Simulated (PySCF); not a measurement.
# GaF+: bond curves at several levels of theory

One job finds the state of GaF+, follows it along the bond with each method and fits the curves.

The runs use PySCF 2.14.0; Ga def2-TZVPPD, F def2-TZVPPD, no relativity.

**1. The job**

Settings of the job:

* atoms: Ga, F
* charge: 1
* basis: Ga def2-TZVPPD, F def2-TZVPPD
* Hamiltonian: no relativity
* basis functions: 94
* electrons treated: 39
* masses in u: 68.9256, 18.9984
* levels: PBE0, PBE, r²SCAN, M06, BHandHLYP, B3LYP, BLYP, M06-L, ωB97X, HF, MP2, SCS-MP2, CCSD, CCSD(T)
* grid: 80 radial by 434 angular points
* occupations: held fixed by the projection of orbital angular momentum
* dissociation limit: Ga+ + F, each in its ground configuration
* starting distance in angstrom: 1.920
* values of 2S to try: 1, 3

Launch:

```console
$ OMP_NUM_THREADS=2 python dia.py task.json out
```

Further steps of the session: First curve: PBE0; Excited determinants; PBE (GGA); r²SCAN; M06 (hybrid meta-GGA); BHandHLYP (global hybrid GGA); B3LYP; BLYP (GGA); M06-L; ωB97X; UHF; Adding correlation.

Before running it: what results should come out? Wanted: for each run, Re; ωe; De; μ.

The runs gave:

Lowest PBE0 solution found, without spin–orbit coupling: ²Σ⁺ (doublet), unpaired electrons σ ↑. State 2 has its PBE0 minimum 6.72 eV higher. The other levels ran on the lowest alone.

| level | Re (Å) | ωe (cm⁻¹) | De (eV) | μ (D) |
| --- | --- | --- | --- | --- |
| UHF | 1.677 | 822 | 0.58 | -4.24 |
| UHF-CCSD | 1.693 | 769 | 1.50 | n/a |
| UHF-CCSD(T) | 1.699 | 752 | 1.64 | n/a |
| PBE | 1.733 | 663 | 1.86 | -3.38 |
| BLYP | 1.751 | 630 | 1.60 | -3.40 |
| r²SCAN | 1.703 | 729 | 1.92 | -3.50 |
| M06-L | 1.723 | 662 | 1.51 | -3.47 |
| B3LYP | 1.723 | 677 | 1.46 | -3.63 |
| PBE0 | 1.706 | 717 | 1.62 | -3.66 |
| M06 | 1.717 | 653 | 1.05 | -3.64 |
| BHandHLYP | 1.696 | 740 | 1.18 | -3.93 |
| ωB97X | 1.709 | 710 | 1.41 | -3.69 |

De is counted to Ga+ + F in their ground configurations. A positive dipole points from Ga to F; in an ion it is taken about the centre of mass and does not tell which atom is negative. No constants: UHF-MP2 (the points don't follow one smooth fit); UHF-SCS-MP2 (the points don't follow one smooth fit).

Differences from CCSD(T) in the same basis:

| level | Re (mÅ) | ωe (%) |
| --- | --- | --- |
| UHF | -23 | +9.4 |
| UHF-CCSD | -7 | +2.3 |
| PBE | +34 | -11.8 |
| BLYP | +51 | -16.1 |
| r²SCAN | +4 | -3.0 |
| M06-L | +23 | -11.9 |
| B3LYP | +24 | -9.9 |
| PBE0 | +7 | -4.6 |
| M06 | +18 | -13.1 |
| BHandHLYP | -3 | -1.6 |
| ωB97X | +10 | -5.5 |

In words: Judged by CCSD(T) in the same basis: best bond length BHandHLYP (-3 mÅ), worst BLYP (+51 mÅ); best wavenumber BHandHLYP (-1.6 %), worst BLYP (-16.1 %). Hartree–Fock makes the bond too short and too stiff against this reference, as it mostly does. PBE has the long and soft bond that GGAs tend to give. Among the levels with a De in the table, it runs from 0.58 eV (UHF) to 1.92 eV (r²SCAN).

Correlated steps freeze 10 core orbitals. At UHF the stretched side of the curve climbs above De, by a hump or because the determinant held fixed goes to a higher limit.
